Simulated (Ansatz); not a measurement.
CH₅AlOSi, SMILES [CH2]1O[SiH2][AlH]1: an atomisation energy, run with the Python package of Ansatz (0.2.0).

`ch5alosi_tae.py`:
```python
"""Atomisation energy of CH5AlOSi at the given geometry."""

from collections import Counter

import ansatz as az
from ase import Atoms

BASIS = "cc-pVDZ"
XC = "PBE0"


def energy(molecule, charge=0, unpaired=0):
    calc = molecule.calculation().basis(gaussian=BASIS).functional(XC).scf(lower_state_search="off")
    if charge:
        calc = calc.charge(charge)
    if unpaired:
        calc = calc.spin("collinear", total=unpaired)
    return calc.run().report["free_energy_ev"]

atoms = Atoms(["C", "O", "Si", "Al", "H", "H", "H", "H", "H"], positions=[
    [-0.1922, 0.9138, -0.7059],
    [0.6955, 0.0168, -1.1969],
    [0.6833, -1.1301, 0.0722],
    [-0.7444, 0.2417, 1.0573],
    [-1.0988, 1.0187, -1.4339],
    [0.2396, 1.9686, -0.6028],
    [2.0429, -1.1622, 0.7761],
    [0.2203, -2.4156, -0.3494],
    [-1.7578, 0.502, 2.3662],
])
geometry = az.Crystal.molecule_from_ase(atoms)

# Hund ground states
unpaired = {"C": 2, "O": 2, "Si": 2, "Al": 1, "H": 1}
counts = Counter(site.symbol for site in geometry.cartesian_sites)
atom_energy = {s: energy(az.Crystal.molecule().atom(s, (0, 0, 0)), 0, unpaired[s]) for s in counts}
whole = energy(geometry, 0, 0)
for s, e in atom_energy.items():
    print(f"{s:2s} x{counts[s]}  {e:14.5f} eV")
print(f"CH5AlOSi: {whole:.5f} eV")
split = sum(counts[s] * e for s, e in atom_energy.items()) - whole
print(f"atomisation energy (no zero-point term): {23.060548 * split:.1f} kcal/mol, {split / sum(counts.values()):.3f} eV an atom")
```

What does it cost to take this molecule apart into atoms?

653.5 kcal/mol from the electronic energies, without the zero-point term.

What the script printed:

```console
$ python ch5alosi_tae.py
C  x1     -1028.56355 eV
O  x1     -2040.66463 eV
Si x1     -7870.82154 eV
Al x1     -6591.85542 eV
H  x5       -13.61358 eV
CH5AlOSi: -17628.31062 eV
atomisation energy (no zero-point term): 653.5 kcal/mol, 3.149 eV an atom
```

Caveats:
- These settings explore the input space; basis and method may be short of convergence.
- The geometry is a force-field or estimated start, not a minimum of this method, and the basis set is short of its limit. All parts are taken at fixed geometry, without zero-point energy.
- For Al to Cl the sets with a tight d function, cc-pV(X+d)Z, are usual.
- Hardware and time: 3.4 s on 1 thread of Arm Neoverse V1 (shared host), peak memory 0.21 GiB.

(Lines on the test bed's own set-up are left out of the output.)
